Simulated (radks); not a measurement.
# Nuclear size and the levels of As²⁹⁺

The task here is to estimate one member of a computed series from the others.

Method: Dirac Kohn-Sham, BLYP, spin-unpolarised, spherical densities, finite nucleus. Code: radks (a radial shooting solver on a logarithmic mesh, Libxc functionals) version 1.

### Starting point

- element: arsenic (Z = 33)
- charge: +29
- electrons: 4
- configuration: [He] 2s2
- nuclear rms radius: 4.0968 fm

The outer shells:

As²⁹⁺
```
[He] core
2s [↑↓]
```

Set-up of the first run:

Input:

```text
Z 33
configuration [He] 2s2 2p0 3s0
relativity Dirac
functional b88,lyp
spin unpolarised
j_filling energy
nucleus finite rms 4.0968 fm
c 137.035999084
```

Command:

```bash
python run_ks.py task.json out
```

This one command runs every case of the session in turn.

Among the steps run: rms radius 4.0968 fm.

One table of the session follows, with a row left open; its other results are not shown here.

From the orbitals of this run (lengths in bohr):

| level | <r> | outermost maximum (interpolated) | 90 % within | nodes |
| --- | --- | --- | --- | --- |
| 1s1/2 | 0.04523 | 0.0297 | 0.0807 | 0 |
| 2s1/2 | 0.1866 | 0.162 | 0.286 | 1 |
| 2p1/2 | ? | ? | ? | ? |
| 2p3/2 | 0.1606 | 0.128 | 0.258 | 0 |
| 3s1/2 | 0.4376 | 0.420 | 0.631 | 2 |

Q: Estimate the row for 2p1/2 from the others.

As computed: <r>: 0.1575; outermost maximum (interpolated): 0.125; 90 % within: 0.254; nodes: 0. In the column «<r>» it lies between 1s1/2 (0.04523) and 2p3/2 (0.1606).
